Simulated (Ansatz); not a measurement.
**C₂H₄FSi radical: one species, many methods**

The task here is to estimate one member of a computed series from the others.

Program: Ansatz 0.2.0, Gaussian basis. Level of theory: functionals in def2-TZVPP, the program's frozen cores in correlated methods. These are calculated values, not measurements.

The runs, in order: LDA (SPW92), PBE-D4, revPBE-D4, BLYP-D4, r2SCAN-D4, B97M-V, PBE0-D4, B3LYP-D4, r2SCANh-D4, r2SCAN0-D4, HSE06-D4, BHLYP-D4, CAM-B3LYP-D4, LC-ωPBE, ωB97X-V, ωB97M-V, B2PLYP, PBE-QIDH; CCSD(T)/def2-SVP; CCSD(T)/def2-TZVPP; MP2/def2-QZVPP; extrapolation to the limit; RPA on PBE.

**The relaxed structure**

All runs share one geometry, relaxed beforehand with PBE0-D4 in a triple-zeta def2 set.

SMILES `[CH]=C[SiH2]F`, 8 atoms, charge 0, spin multiplicity 2.

Atoms are counted from 1 here; the program's logs count them from 0.

Bond lengths: C1–C2 1.303 Å, C1–H5 1.082 Å, C2–Si3 1.856 Å, C2–H6 1.097 Å, Si3–F4 1.602 Å, Si3–H7 1.484 Å, Si3–H8 1.479 Å. Angles: C2–C1–H5 139.8°, C1–C2–Si3 120.4°, C1–C2–H6 120.2°, Si3–C2–H6 119.3°, C2–Si3–F4 109.5°, C2–Si3–H7 110.6°, C2–Si3–H8 110.0°, F4–Si3–H7 106.5°, F4–Si3–H8 108.6°, H7–Si3–H8 111.5°.

The first run:

File in.yaml:

```yaml
crystal:
  periodic: [false, false, false]
  atoms:
    - {symbol: C, position_ang: [0.186615, 1.665506, 0.255719]}
    - {symbol: C, position_ang: [-0.426475, 0.614484, -0.211452]}
    - {symbol: Si, position_ang: [0.295737, -1.078952, 0.026520]}
    - {symbol: F, position_ang: [-0.731294, -1.986624, 0.855698]}
    - {symbol: H, position_ang: [0.075556, 2.741359, 0.285229]}
    - {symbol: H, position_ang: [-1.363420, 0.724838, -0.771316]}
    - {symbol: H, position_ang: [0.492963, -1.751193, -1.281333]}
    - {symbol: H, position_ang: [1.562417, -0.986517, 0.785134]}
basis:
  gaussian: {orbitals: def2-TZVPP}
magnetization: {spin_polarized: true, initial_magnetization: 1}
hamiltonian: {xc: lda}
output: {orbitals: {seedname: orbitals}}
```

On the command line:

```bash
ansatz run in.yaml --threads 4 --pin off --events-out ev --progress --plain --max-ram 10444MiB
```

Among the steps run: LDA; PBE-D4 (GGA); revPBE-D4 (GGA); BLYP-D4 (GGA); r2SCAN-D4 (meta-GGA); B97M-V (meta-GGA); B3LYP-D4 (hybrid); r2SCANh-D4 (hybrid); r2SCAN0-D4 (hybrid); HSE06-D4 (hybrid); BHLYP-D4 (hybrid); CAM-B3LYP-D4 (range-separated); LC-ωPBE (range-separated); ωB97X-V (range-separated); ωB97M-V (range-separated); B2PLYP (double hybrid); PBE-QIDH (double hybrid).

One table of the session follows, with a row left open; its other results are not shown here.

It belongs to the step «Frontier levels by functional». 

| functional | HOMO (eV) | LUMO (eV) | gap (eV) |
| --- | --- | --- | --- |
| LDA (SPW92) | -5.41 | -3.82 | 1.59 |
| PBE-D4 | -5.48 | -3.30 | 2.18 |
| revPBE-D4 | -5.46 | -3.15 | 2.30 |
| BLYP-D4 | -5.32 | -3.36 | 1.96 |
| r2SCAN-D4 | -5.94 | -2.58 | 3.36 |
| B97M-V | -5.78 | -3.09 | 2.69 |
| PBE0-D4 | -6.94 | -2.07 | 4.87 |
| B3LYP-D4 | -6.63 | -2.57 | 4.06 |
| r2SCANh-D4 | ? | ? | ? |
| r2SCAN0-D4 | -7.28 | -1.57 | 5.71 |
| HSE06-D4 | -6.53 | -2.46 | 4.07 |
| BHLYP-D4 | -8.25 | -1.02 | 7.23 |
| CAM-B3LYP-D4 | -8.27 | -1.10 | 7.17 |
| LC-ωPBE | -9.73 | 0.48 | 10.21 |
| ωB97X-V | -9.20 | -0.11 | 9.09 |
| ωB97M-V | -8.94 | -0.25 | 8.69 |

Estimate the missing values for r2SCANh-D4.

Worked estimate for «HOMO (eV)». Against the share of exact exchange, r2SCAN-D4 (0, -5.94), r2SCAN0-D4 (0.25, -7.28) give a slope of -5.36 per unit share; at 0.1 the line stands at -6.48.

As computed: HOMO (eV): -6.47; LUMO (eV): -2.17; gap (eV): 4.30. In «HOMO (eV)» the line misses by -0.01.
